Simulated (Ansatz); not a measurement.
# K2IF: the cost of one run

Method: reference: DFT, PBEsol, plane waves, PAW, in Ansatz 0.2.0.

1 further run of the same task is left out (it didn't finish).

## 1. The structure to begin with

Symmetry: R-3m, No. 166, trigonal system. Conventional cell: a = 4.337 Å, b = 4.337 Å, c = 21.918 Å, α = 90.00°, β = 90.00°, γ = 120.00°. F (site symmetry -3m) is surrounded by 6 K at 2.84 Å. Around I (site symmetry -3m) lie 6 K at 3.41 Å. K (site symmetry 3m) has 3 F at 2.84 Å and 3 I at 3.41 Å as nearest neighbours.

Structure file:

```
F I K
1.0
     2.16868    1.25209    7.30610
    -2.16868    1.25209    7.30610
     0.00000   -2.50417    7.30610
F I K
1 1 2
Direct
  0.00000 0.00000 0.00000
  0.50000 0.50000 0.50000
  0.27250 0.27250 0.27250
  0.72750 0.72750 0.72750
```

## 2. The reference run

input.yaml reads:

```yaml
crystal:
  lattice:
    - [2.1686786565, 1.2520872062, 7.3061005202]
    - [-2.1686786565, 1.2520872062, 7.3061005202]
    - [0.0, -2.5041744121, 7.3061005202]
  atoms:
    - { symbol: F, position: [1.0, 0.0, 0.0] }
    - { symbol: I, position: [0.5, 0.5, 0.5] }
    - { symbol: K, position: [0.272499629, 0.272499629, 0.272499629] }
    - { symbol: K, position: [0.727500371, 0.727500371, 0.727500371] }
kpoints:
  mp_grid: { grid: [6, 6, 6] }
hamiltonian:
  xc: pbesol
scf:
  occupations: { method: fixed }
  n_extra_bands: 5
output:
  forces: true
  stress: true
  eigenvalues: true
```

On the command line:

```sh
> ansatz run input.yaml --threads 4 --pin off --max-ram 3686MiB --backend cpu --events-out ev --progress --plain --runs-dir out
```

Q: Estimate wall time and peak memory on 4 threads of Arm Neoverse N1, shared host.

About 3.3 s, with a peak of 0.44 GiB.
